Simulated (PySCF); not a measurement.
# 3-acetylpyridine: runs on many settings

Aim: see how 3-acetylpyridine (`CC(=O)c1cccnc1`) answers to the choice of functional, basis, grid and SCF options.

Computed with PySCF 2.14.0, with density-fitted response routines of our own, on a single molecule, in the gas phase or a continuum. Atoms count from 0, in the outputs and in this text.

1 further run of the same task is left out (for a known fault of the program). Runs told in other sessions of the task aren't counted.

**1. Starting geometry**

16 atoms, charge 0, multiplicity 1; geometry from: GFN2-xTB.

Bonds of the start (Å): C0–C1 1.51, C1–O2 1.21, C1–C3 1.49, C3–C4 1.40, C4–C5 1.38, C5–C6 1.39, C6–N7 1.32, N7–C8 1.32, C8–C3 1.40, C0–H9 1.09, C0–H10 1.09, C0–H11 1.09, C4–H12 1.08, C5–H13 1.08, C6–H14 1.08, C8–H15 1.08.

**2. Excited states and response: OPBE/pcSseg-1**

What the job is given:

```
{"job": {"kind": "uv", "xc": "OPBE", "basis": "pcSseg-1", "nstates": 6, "ntriplets": 0, "tda": true, "scf": {"conv": 1e-08}}, "charge": 0, "multiplicity": 1}
C     -2.530226    -0.115540     0.556672
C     -1.436964    -0.764627    -0.252234
O     -1.646217    -1.714957    -0.970913
C     -0.072412    -0.182040    -0.129923
C      0.965792    -0.757429    -0.866718
C      2.240121    -0.232345    -0.769281
C      2.434511     0.857691     0.067921
N      1.462810     1.413412     0.772089
C      0.246625     0.910719     0.677683
H     -2.289893    -0.165270     1.616605
H     -3.468088    -0.634396     0.374591
H     -2.634638     0.929453     0.272555
H      0.746256    -1.605387    -1.499241
H      3.062366    -0.654562    -1.325379
H      3.410133     1.311082     0.183875
H     -0.497773     1.413142     1.280289
```

Method: TDA OPBE/pcSseg-1, vertical, gas phase, core orbitals frozen in the response.

Started as:

```console
OMP_NUM_THREADS=1 python probes_run.py task.json out
```

The driver reads the jobs from task.json and runs them one after another.

Output:

```text
final grid: 138264 points
cycle   1  E = -400.5450717681  dE =  1.371e+00  |g| = 8.664e-01  |ddm| = 4.029e+00
cycle   2  E = -398.1264063334  dE =  2.419e+00  |g| = 2.705e+00  |ddm| = 3.718e+00
cycle   3  E = -400.5260495070  dE = -2.400e+00  |g| = 7.696e-01  |ddm| = 3.360e+00
cycle   4  E = -400.6956889258  dE = -1.696e-01  |g| = 1.827e-01  |ddm| = 1.089e+00
cycle   5  E = -400.6846323220  dE =  1.106e-02  |g| = 2.613e-01  |ddm| = 4.438e-01
cycle   6  E = -400.7034013325  dE = -1.877e-02  |g| = 5.243e-02  |ddm| = 3.340e-01
cycle   7  E = -400.7040771463  dE = -6.758e-04  |g| = 1.788e-02  |ddm| = 6.820e-02
cycle   8  E = -400.7041567821  dE = -7.964e-05  |g| = 6.486e-03  |ddm| = 2.662e-02
cycle   9  E = -400.7041657976  dE = -9.016e-06  |g| = 2.826e-03  |ddm| = 8.228e-03
cycle  10  E = -400.7041676164  dE = -1.819e-06  |g| = 1.046e-03  |ddm| = 3.804e-03
cycle  11  E = -400.7041678681  dE = -2.517e-07  |g| = 4.713e-04  |ddm| = 1.492e-03
cycle  12  E = -400.7041678930  dE = -2.491e-08  |g| = 3.054e-04  |ddm| = 6.299e-04
cycle  13  E = -400.7041679196  dE = -2.653e-08  |g| = 3.208e-05  |ddm| = 4.142e-04
cycle  14  E = -400.7041679198  dE = -1.806e-10  |g| = 2.036e-05  |ddm| = 4.566e-05
converged SCF energy = -400.7041679198

Static polarisability (au): isotropic 80.264, principal 39.668 87.533 113.590

Singlet excitations
state   eV       nm        f      main configurations
  1   3.1015    399.8   0.00008   H->L 0.98
  2   3.5558    348.7   0.00004   H-1->L 0.96
  3   3.9959    310.3   0.00055   H->L+1 0.94
  4   4.6215    268.3   0.00245   H-1->L+1 0.94
  5   4.9343    251.3   0.03952   H-3->L 0.41, H-2->L 0.37, H-2->L+1 0.12
  6   5.5028    225.3   0.00243   H->L+2 0.99
```

Wall time 58 s (1 thread of Intel Xeon Platinum 8259CL at 2.50GHz, shared host); peak memory 0.71 GiB.

Frontier orbitals and where they lie:

| orbital | eV | atoms |
| --- | --- | --- |
| HOMO−3 | -7.55 | C4 34 %, N7 25 %, C5 19 % |
| HOMO−2 | -7.06 | C3 24 %, C6 24 %, C8 22 % |
| HOMO−1 | -6.26 | N7 43 %, O2 24 %, C3 5 % |
| HOMO | -5.77 | O2 46 %, N7 24 %, C3 8 % |
| LUMO | -2.79 | C1 22 %, O2 19 %, C6 18 % |
| LUMO+1 | -1.85 | C8 27 %, C4 24 %, N7 22 % |
| LUMO+2 | -0.38 | C1 26 %, C6 20 %, C5 14 % |

With each of the 6 states as a Gaussian band of 0.4 eV half-width at 1/e, the curve within the window shown has maxima at 252 nm (ε 1,700) L/(mol cm). Beyond the last state computed it falls off for lack of states. The curve at chosen wavelengths:

nm, ε (L/mol/cm) and a bar:
```
      214         70 #
      225        288 #####
      236        897 #################
      248       1610 ##############################
      259       1500 ############################
      270        890 #################
      281        385 #######
      293        131 ##
      304         55 #
      315         31 #
      326         21 
      338         14 
      349          9 
      360          6 
      371          5 
      383          4 
      394          4 
      405          4 
      416          3 
      428          3 
      439          2 
      450          2 
      461          1 
      473          1 
      484          1 
      495          0
```

Leading natural transition orbitals of singlet state 5: the hole lies on C5 32 %; C8 22 %; C4 13 %; the particle on C1 26 %; O2 21 %; C4, C6 about 12 % each.

Leading natural transition orbitals of singlet state 1: the hole lies on O2 37 %; N7 33 %; C3 7 %; the particle on C1 20 %; O2 18 %; C3, C6 about 14 % each.

Further results of this job:

| property | computed |
| --- | --- |
| dipole moment (D) | 0.86 |
| polarisability (Å³) | 11.89 |
| HOMO–LUMO gap (eV) | 2.98 |
| −ε(HOMO) (eV) | 5.77 |

The fields below are evaluated on a grid from the run's orbitals.

Frontier orbitals at OPBE/pcSseg-1, with the share of their density that lies nearest to each atom:

| orbital | energy (eV) | lies on |
| --- | --- | --- |
| HOMO | -5.77 | O2 46 %; N7 24 %; C3 8 % |
| LUMO | -2.79 | C1 21 %; O2 18 %; C6 15 % |

ELF in a plane through or near 14 of the atoms.

Values, 10 rows by 14 columns:
```
0.00 0.00 0.00 0.00 0.00 0.00 0.00 0.00 0.00 0.00 0.00 0.00 0.00 0.00
0.00 0.00 0.00 0.00 0.00 0.04 0.00 0.00 0.00 0.00 0.00 0.00 0.00 0.00
0.00 0.00 0.00 0.00 0.40 0.94 0.26 0.79 0.87 0.00 0.00 0.00 0.00 0.00
0.00 0.00 0.95 0.99 0.35 0.55 0.76 0.99 0.84 0.06 0.13 0.03 0.00 0.00
0.00 0.00 0.90 0.98 0.93 0.65 0.53 0.67 0.02 0.56 0.59 0.23 0.01 0.00
0.00 0.00 0.00 0.20 0.54 0.48 0.65 0.36 0.70 0.92 0.80 1.00 0.39 0.00
0.00 0.00 0.52 1.00 0.79 0.78 0.16 0.17 0.57 0.59 0.03 0.75 0.02 0.00
0.00 0.00 0.03 0.85 0.07 0.74 1.00 0.08 0.91 0.89 0.62 0.00 0.00 0.00
0.00 0.00 0.00 0.00 0.00 0.12 0.67 0.01 0.32 0.25 0.04 0.00 0.00 0.00
0.00 0.00 0.00 0.00 0.00 0.00 0.00 0.00 0.00 0.00 0.00 0.00 0.00 0.00
```
The map spans 12.3 Å across and 9.6 Å up, centred on the molecule. Atoms in the plane (x, y in Å): C0 (2.6, 0.2), C1 (1.4, -0.8), O2 (1.6, -2.0), C3 (0.1, -0.2), C4 (-1.0, -1.1), C5 (-2.3, -0.6), C6 (-2.5, 0.8), N7 (-1.5, 1.6), C8 (-0.2, 1.1), H10 (3.5, -0.3), H12 (-0.8, -2.2), H13 (-3.1, -1.3), H14 (-3.5, 1.2), H15 (0.5, 1.9).

log10 of the density (e/Å³) in the same plane.

Ten even steps from '0' (-4.0) to '9' (1.9):
```
0000000000000000000000000000
0000000000000000000000000000
0000000012221111100000000000
0000001133333222210000000000
0000122345554444432111000000
0001234456665566533322100000
0012456667987676544443321000
0013467777777976545554321000
0012466797666765456665432100
0002345677656776567976643100
0001245677666787677777643100
0001356787777766896656542100
0002356766787656776544432000
0001346655677656787643321000
0001234444567646787643200000
0000122223455545666542100000
0000000112233333444321000000
0000000000122212222210000000
0000000000000000000000000000
0000000000000000000000000000
```
The map spans 12.3 Å across and 9.6 Å up, centred on the molecule. Atoms in the plane (x, y in Å): C0 (2.6, 0.2), C1 (1.4, -0.8), O2 (1.6, -2.0), C3 (0.1, -0.2), C4 (-1.0, -1.1), C5 (-2.3, -0.6), C6 (-2.5, 0.8), N7 (-1.5, 1.6), C8 (-0.2, 1.1), H10 (3.5, -0.3), H12 (-0.8, -2.2), H13 (-3.1, -1.3), H14 (-3.5, 1.2), H15 (0.5, 1.9).

On the surface of density 0.002 e/bohr³ the electrostatic potential runs, from the 1st to the 99th percentile, from -1.51 V near N7 to 1.10 V near H13.

**3. Excited states and response: OLYP/def2-SVP**

The job, as its differences from that of step 2:

```diff
@@ -1,2 +1,2 @@
-{"job": {"kind": "uv", "xc": "OPBE", "basis": "pcSseg-1", "nstates": 6, "ntriplets": 0, "tda": true, "scf": {"conv": 1e-08}}, "charge": 0, "multiplicity": 1}
+{"job": {"kind": "uv", "xc": "OLYP", "basis": "def2-SVP", "nstates": 3, "ntriplets": 0, "tda": false}, "charge": 0, "multiplicity": 1}
 C     -2.530226    -0.115540     0.556672
```

Level: TDDFT OLYP/def2-SVP, vertical, gas phase, core orbitals frozen in the response.

Output:

```text
coarse grid: 14096 points
cycle   1  E = -400.2806077914  dE =  1.299e+00  |g| = 8.830e-01  |ddm| = 4.764e+00
cycle   2  E = -397.7580231892  dE =  2.523e+00  |g| = 2.760e+00  |ddm| = 3.833e+00
cycle   3  E = -400.2686415100  dE = -2.511e+00  |g| = 7.750e-01  |ddm| = 3.533e+00
cycle   4  E = -400.4448021935  dE = -1.762e-01  |g| = 1.769e-01  |ddm| = 1.153e+00
cycle   5  E = -400.4327712677  dE =  1.203e-02  |g| = 2.636e-01  |ddm| = 5.034e-01
cycle   6  E = -400.4523432125  dE = -1.957e-02  |g| = 5.012e-02  |ddm| = 3.697e-01
cycle   7  E = -400.4529789969  dE = -6.358e-04  |g| = 1.659e-02  |ddm| = 7.343e-02
cycle   8  E = -400.4530491268  dE = -7.013e-05  |g| = 6.051e-03  |ddm| = 2.871e-02
cycle   9  E = -400.4530573396  dE = -8.213e-06  |g| = 2.406e-03  |ddm| = 8.420e-03
final grid: 138264 points
cycle  10  E = -400.5043239428  dE =  2.896e-05  |g| = 2.500e-02  |ddm| = 7.733e-02
cycle  11  E = -400.5034052130  dE =  9.187e-04  |g| = 7.041e-02  |ddm| = 1.063e-01
cycle  12  E = -400.5044503028  dE = -1.045e-03  |g| = 5.840e-03  |ddm| = 8.652e-02
cycle  13  E = -400.5044582476  dE = -7.945e-06  |g| = 1.556e-03  |ddm| = 7.944e-03
cycle  14  E = -400.5044589471  dE = -6.995e-07  |g| = 4.114e-04  |ddm| = 2.337e-03
cycle  15  E = -400.5044589907  dE = -4.357e-08  |g| = 1.037e-04  |ddm| = 7.006e-04
cycle  16  E = -400.5044589929  dE = -2.258e-09  |g| = 4.418e-05  |ddm| = 1.604e-04
cycle  17  E = -400.5044589933  dE = -3.695e-10  |g| = 1.981e-05  |ddm| = 6.999e-05
converged SCF energy = -400.5044589933

Static polarisability (au): isotropic 79.025, principal 40.778 84.845 111.451

Singlet excitations
state   eV       nm        f      main configurations
  1   3.0745    403.3   0.00005   H->L 0.98
  2   3.4997    354.3   0.00005   H-1->L 0.97
  3   3.9749    311.9   0.00046   H->L+1 0.95
```

It took 39 s on 1 thread of Intel Xeon Platinum 8259CL at 2.50GHz, shared host; peak memory 0.64 GiB.

In short: HOMO -5.50 eV, LUMO -2.53 eV; lowest singlet 3.07 eV.

**4. Ultraviolet spectrum: PBE0/def2-SVPD**

The job, as its differences from that of step 3:

```diff
@@ -1,2 +1,2 @@
-{"job": {"kind": "uv", "xc": "OLYP", "basis": "def2-SVP", "nstates": 3, "ntriplets": 0, "tda": false}, "charge": 0, "multiplicity": 1}
+{"job": {"kind": "uv", "xc": "PBE0", "basis": "def2-SVPD", "nstates": 3, "ntriplets": 0, "tda": false}, "charge": 0, "multiplicity": 1}
 C     -2.530226    -0.115540     0.556672
```

Method: TDDFT PBE0/def2-SVPD, vertical, gas phase, core orbitals frozen in the response.

Output:

```text
coarse grid: 14096 points
cycle   1  E = -400.0048908106  dE =  1.594e+00  |g| = 7.752e-01  |ddm| = 1.106e+01
cycle   2  E = -399.5973665043  dE =  4.075e-01  |g| = 1.622e+00  |ddm| = 6.808e+00
cycle   3  E = -400.1290975414  dE = -5.317e-01  |g| = 1.542e-01  |ddm| = 4.372e+00
cycle   4  E = -400.1340623417  dE = -4.965e-03  |g| = 6.770e-02  |ddm| = 8.948e-01
cycle   5  E = -400.1350161113  dE = -9.538e-04  |g| = 2.401e-02  |ddm| = 3.366e-01
cycle   6  E = -400.1351455688  dE = -1.295e-04  |g| = 6.194e-03  |ddm| = 1.315e-01
cycle   7  E = -400.1351546601  dE = -9.091e-06  |g| = 1.909e-03  |ddm| = 4.992e-02
final grid: 138264 points
cycle   8  E = -400.1960077239  dE = -3.541e-05  |g| = 1.180e-02  |ddm| = 2.266e-01
cycle   9  E = -400.1959371701  dE =  7.055e-05  |g| = 2.229e-02  |ddm| = 7.020e-02
cycle  10  E = -400.1960365859  dE = -9.942e-05  |g| = 2.448e-03  |ddm| = 3.909e-02
cycle  11  E = -400.1960379026  dE = -1.317e-06  |g| = 3.833e-04  |ddm| = 8.093e-03
cycle  12  E = -400.1960379320  dE = -2.937e-08  |g| = 1.970e-04  |ddm| = 1.752e-03
cycle  13  E = -400.1960379423  dE = -1.031e-08  |g| = 4.937e-05  |ddm| = 7.478e-04
cycle  14  E = -400.1960379428  dE = -5.402e-10  |g| = 1.879e-05  |ddm| = 2.287e-04
converged SCF energy = -400.1960379428

Static polarisability (au): isotropic 88.760, principal 53.418 93.633 119.229

Singlet excitations
state   eV       nm        f      main configurations
  1   3.7289    332.5   0.00000   H->L 0.85, H-1->L 0.11
  2   4.3340    286.1   0.00043   H-1->L 0.84, H->L 0.12
  3   4.8762    254.3   0.00283   H->L+1 0.78, H-1->L+1 0.21
```

It took 40 s on 1 thread of Intel Xeon Platinum 8259CL at 2.50GHz, shared host; peak memory 1 GiB.

Key values: HOMO -7.50 eV, LUMO -2.03 eV; lowest singlet 3.73 eV.

**5. NMR shieldings: PBE0/pcSseg-1 in dimethylsulfoxide**

The job, as its differences from that of step 4:

```diff
@@ -1,2 +1,2 @@
-{"job": {"kind": "uv", "xc": "PBE0", "basis": "def2-SVPD", "nstates": 3, "ntriplets": 0, "tda": false}, "charge": 0, "multiplicity": 1}
+{"job": {"kind": "nmr", "xc": "PBE0", "basis": "pcSseg-1", "solvent": "dimethylsulfoxide", "pop": true, "scf": {"conv": 1e-11, "level_shift": 0.3}}, "charge": 0, "multiplicity": 1}
 C     -2.530226    -0.115540     0.556672
```

Level: GIAO PBE0/pcSseg-1 NMR shielding, non-relativistic, IEF-PCM dimethylsulfoxide.

Output:

```text
final grid: 138264 points
cycle   1  E = -400.2530900915  dE =  1.711e+00  |g| = 8.959e-01  |ddm| = 3.843e+00
cycle   2  E = -400.2733056049  dE = -2.022e-02  |g| = 9.759e-01  |ddm| = 1.771e+00
cycle   3  E = -400.4171706515  dE = -1.439e-01  |g| = 2.649e-01  |ddm| = 4.940e-01
cycle   4  E = -400.4301011484  dE = -1.293e-02  |g| = 6.015e-02  |ddm| = 2.962e-01
cycle   5  E = -400.4309420222  dE = -8.409e-04  |g| = 1.147e-02  |ddm| = 1.143e-01
cycle   6  E = -400.4309849662  dE = -4.294e-05  |g| = 5.658e-03  |ddm| = 3.028e-02
cycle   7  E = -400.4309941082  dE = -9.142e-06  |g| = 2.018e-03  |ddm| = 8.735e-03
cycle   8  E = -400.4309957384  dE = -1.630e-06  |g| = 5.490e-04  |ddm| = 3.803e-03
cycle   9  E = -400.4309960324  dE = -2.940e-07  |g| = 2.951e-04  |ddm| = 1.739e-03
cycle  10  E = -400.4309961183  dE = -8.588e-08  |g| = 1.489e-04  |ddm| = 8.135e-04
cycle  11  E = -400.4309961432  dE = -2.497e-08  |g| = 7.750e-05  |ddm| = 4.009e-04
cycle  12  E = -400.4309961506  dE = -7.371e-09  |g| = 4.205e-05  |ddm| = 1.912e-04
cycle  13  E = -400.4309961529  dE = -2.252e-09  |g| = 2.357e-05  |ddm| = 9.634e-05
cycle  14  E = -400.4309961536  dE = -7.205e-10  |g| = 1.272e-05  |ddm| = 5.256e-05
cycle  15  E = -400.4309961538  dE = -2.158e-10  |g| = 7.269e-06  |ddm| = 2.809e-05
cycle  16  E = -400.4309961539  dE = -6.651e-11  |g| = 4.360e-06  |ddm| = 1.395e-05
cycle  17  E = -400.4309961539  dE = -2.024e-11  |g| = 2.420e-06  |ddm| = 8.290e-06
cycle  18  E = -400.4309961539  dE = -7.617e-12  |g| = 1.615e-06  |ddm| = 4.345e-06
level shift removed, Fock matrix diagonalised once more
converged SCF energy = -400.4309961539

GIAO shielding tensors (ppm)
atom      isotropic    diamagn.    paramagn.     s11        s22        s33       span
  0 C      156.969     253.048     -96.078    137.210    144.979    188.720     51.509
  1 C      -18.543     245.425    -263.968   -105.524    -51.241    101.136    206.660
  2 O     -269.112     402.814    -671.927   -816.610   -349.217    358.490   1175.100
  3 C       51.650     267.346    -215.695    -47.404     35.641    166.715    214.119
  4 C       43.215     249.727    -206.512    -68.582      6.550    191.676    260.257
  5 C       56.731     257.782    -201.051    -56.731     47.258    179.666    236.397
  6 C       26.147     252.008    -225.861    -84.947     14.506    148.882    233.828
  7 N      -75.194     333.144    -408.337   -368.237   -166.607    309.263    677.500
  8 C       28.992     249.350    -220.358    -69.960     11.110    145.828    215.788
  9 H       28.514      29.868      -1.353     24.716     28.574     32.253      7.538
 10 H       29.312      27.517       1.794     25.540     28.108     34.287      8.747
 11 H       28.517      29.874      -1.357     24.714     28.583     32.252      7.537
 12 H       22.789      33.161     -10.372     18.566     22.463     27.338      8.771
 13 H       23.692      30.162      -6.469     20.697     23.251     27.128      6.431
 14 H       22.506      28.536      -6.030     18.623     22.545     26.351      7.729
 15 H       22.114      32.549     -10.435     17.410     21.666     27.264      9.854
```

Wall time 49 s (1 thread of Intel Xeon Platinum 8259CL at 2.50GHz, shared host); peak memory 1.2 GiB.

The references, computed at this level on geometries of the same kind, shield at (ppm): 1H TMS 31.69, 13C TMS 187.9, 15N NH3 270.6, 17O H2O 344.2. Their shielding less the atom's gives the shift. The references are single molecules in the same continuum, so shifts against H2O, NH3, PH3, H3PO4 or CFCl3 are not on the usual liquid scales and can be off by tens of ppm. Atoms listed in one row are averaged.

| atoms | environment | σ (ppm) | δ (ppm) |
| --- | --- | --- | --- |
| C1 | ketone carbonyl carbon | -18.5 | 206.4 |
| C6 | aromatic CH next to a ring nitrogen | 26.1 | 161.7 |
| C8 | aromatic CH next to a ring nitrogen | 29.0 | 158.9 |
| C4 | aromatic CH | 43.2 | 144.7 |
| C3 | substituted aromatic carbon | 51.7 | 136.2 |
| C5 | aromatic CH | 56.7 | 131.1 |
| C0 | methyl carbon α to a carbonyl | 157.0 | 30.9 |
| H15 | hydrogen on an aromatic CH next to a ring nitrogen | 22.11 | 9.58 |
| H14 | hydrogen on an aromatic CH next to a ring nitrogen | 22.51 | 9.18 |
| H12 | hydrogen on an aromatic CH | 22.79 | 8.90 |
| H13 | hydrogen on an aromatic CH | 23.69 | 8.00 |
| H9, H10, H11 | hydrogen on a methyl carbon α to a carbonyl | 28.78 | 2.91 |
| O2 | ketone oxygen | -269.1 | 613.3 |
| N7 | pyridine-type ring nitrogen | -75.2 | 345.8 |

The run also stored atomic charges by several schemes (e):

| atoms | Mulliken | IAO | Hirshfeld | ESP fit |
| --- | --- | --- | --- | --- |
| C0 | -0.25 | -0.48 | -0.12 | -0.49 |
| C1 | 0.28 | 0.40 | 0.17 | 0.73 |
| O2 | -0.41 | -0.46 | -0.27 | -0.57 |
| C3 | -0.47 | -0.10 | -0.02 | -0.63 |
| C4 | 0.11 | -0.09 | -0.02 | 0.41 |
| C5 | -0.15 | -0.18 | -0.04 | -0.68 |
| C6 | 0.16 | 0.00 | 0.03 | 0.62 |
| N7 | -0.47 | -0.31 | -0.19 | -0.83 |
| C8 | 0.28 | 0.00 | 0.03 | 0.61 |

Mayer bond orders: C0–C1 1.07, C1–O2 1.97, C1–C3 0.92, C3–C4 1.38, C4–C5 1.44, C5–C6 1.39, C6–N7 1.45, N7–C8 1.47, C8–C3 1.35.

Ring of atoms C3, C4, C5, C6, N7, C8: NICS(0) -7.1, NICS(1) -11.1, NICS(1)zz -27.4 ppm (means of both faces).

**6. Comparing the runs: electronic excitations**

Excitations and ground-state properties, with basis size and wall time:

| run | lowest singlet (eV) | brightest (eV) | f | gap (eV) | α (Å³) | μ (D) | functions | time |
| --- | --- | --- | --- | --- | --- | --- | --- | --- |
| OPBE/pcSseg-1 | 3.10 | 4.93 | 0.040 | 2.98 | 11.89 | 0.86 | 188 | 58 s |
| OLYP/def2-SVP | 3.07 | 3.97 | 0.000 | 2.97 | 11.71 | 0.81 | 161 | 39 s |
| PBE0/def2-SVPD | 3.73 | 4.88 | 0.003 | 5.46 | 13.15 | 1.04 | 239 | 40 s |

**7. What came out**

| quantity | value |
| --- | --- |
| lowest singlet (OPBE/pcSseg-1) | 3.10 eV (400 nm), f = 0.000 |
| brightest single state of those computed | state 5, 4.93 eV, f = 0.040 |
| potential on the surface of density 0.002 e/bohr³, 1st and 99th percentile | -1.51 V and 1.10 V |
| 13C shifts against TMS (PBE0/pcSseg-1, dimethylsulfoxide) | 206.4, 161.7, 158.9, 144.7, 136.2, 131.1, 30.9 ppm |
| 1H shifts against TMS (PBE0/pcSseg-1, dimethylsulfoxide, means over atoms taken as alike) | 9.58, 9.18, 8.90, 8.00, 2.91 ppm |
| 17O shifts against H2O (PBE0/pcSseg-1, dimethylsulfoxide) | 613.3 ppm |
| 15N shifts against NH3 (PBE0/pcSseg-1, dimethylsulfoxide) | 345.8 ppm |
| range of the lowest singlet | 3.07 to 3.73 eV |

**Reading.** Single values in the summary come from the first sound run of each kind (OPBE/pcSseg-1; PBE0/pcSseg-1), which need not be the best level. The lowest singlet, at 3.10 eV, is HOMO→LUMO 0.98 and is dark; of the 6 states computed, the strongest absorption comes from state 5 at 4.93 eV. By nearest atom (OPBE/pcSseg-1), the HOMO sits on O2 46 %; N7 24 % and the LUMO on C1 21 %; O2 18 %. The most deshielded carbon is C1 (ketone carbonyl carbon), at 206.4 ppm: the double bond to the heteroatom, with no lone-pair donor beside it, deshields it most. At PBE0/pcSseg-1: Shielding is most anisotropic at O2 (span 1175 ppm, paramagnetic term -672 ppm). NICS(1)zz of -27 ppm above the planar ring from C3 marks a diatropic (aromatic) ring current. The lowest singlet runs from 3.07 eV (OLYP/def2-SVP) to 3.73 eV (PBE0/def2-SVPD), while the orbital gap spans 2.97 to 5.46 eV. Some runs use the Tamm-Dancoff approximation and others full TDDFT, which shifts states apart from functional and basis. The lowest state need not be the same one in every run. The runs solved for a few states only, so the brightest column depends on that window.
